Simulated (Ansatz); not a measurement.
# TiCl+ (septet): from Hartree-Fock to the top rungs, def2-SVP

The task here is to estimate one member of a computed series from the others.

Program: Ansatz 0.2.0, Gaussian basis. Level of theory: def2-SVP, core rule «outside noble gas», up to 14 orbitals frozen. These are calculated values, not measurements.

The runs, in order: UHF; CCSD(T) on ROHF; CCSD(T) on UHF; CISD; CCSDT(Q) on ROHF; CCSDT(Q) on UHF.

38 further runs of the same task are left out: 11 for a known fault of the program, 14 that didn't finish, 13 set aside as unsound or not needed.

## The geometry

The geometry is a PBE0/def2-TZVP stationary point (not a proven minimum) of the parent state, kept for this charge and spin.

2 atoms, charge 1, spin multiplicity 7.

Atoms are counted from 1 here; the program's logs count them from 0.

No contacts short enough for the rule that draws bonds.

Geometry (Å):

```xyz
2
ClTi
Ti    0.00000    0.00000    0.00000
Cl    0.00000    0.00000    3.28060
```

Set-up of the first run:

Contents of in.yaml:

```yaml
crystal:
  periodic: [false, false, false]
  atoms:
    - {symbol: Ti, position_ang: [0.000000, 0.000000, 0.000000]}
    - {symbol: Cl, position_ang: [0.000000, 0.000000, 3.280600]}
basis:
  gaussian: {orbitals: def2-SVP}
total_charge: 1
magnetization: {spin_polarized: true, initial_magnetization: 6}
hamiltonian: {xc: hf}
output: {orbitals: {seedname: orbitals}}
```

On the command line:

```console
> ansatz run in.yaml --threads 1 --pin off --events-out ev --progress --plain --max-ram 2393MiB
```

Steps of the session up to this table: UHF; CCSD(T) on ROHF; CCSD(T) on UHF; CISD; CCSDT(Q) on ROHF; CCSDT(Q) on UHF.

One of the session's tables, all rows but one given; the rest of the session is left out.

It belongs to the step «Misses and costs». 

```
   method  from RCCSDT(Q) (meV)
     ROHF               +3943.3
      UHF               +3746.8
     RMP2                +755.7
     UMP2                +708.8
     CISD                +227.5
    RCCSD                 +76.8
    UCCSD                  +6.8
 RCCSD(T)                 +33.5
 UCCSD(T)                 -33.0
   RCCSDT                  +3.8
   UCCSDT                     ?
RCCSDT(Q)                     0
UCCSDT(Q)                 -52.2
```

Estimate the missing values for UCCSDT.

As computed: from RCCSDT(Q) (meV): -49.3. In the column «from RCCSDT(Q) (meV)» it lies between UCCSDT(Q) (-52.2) and UCCSD(T) (-33.0).

To keep in mind: Restricted and unrestricted rows rest on different reference determinants; where their highest levels disagree by more than a few hundredths of an eV, they describe different states and don't form one ladder.
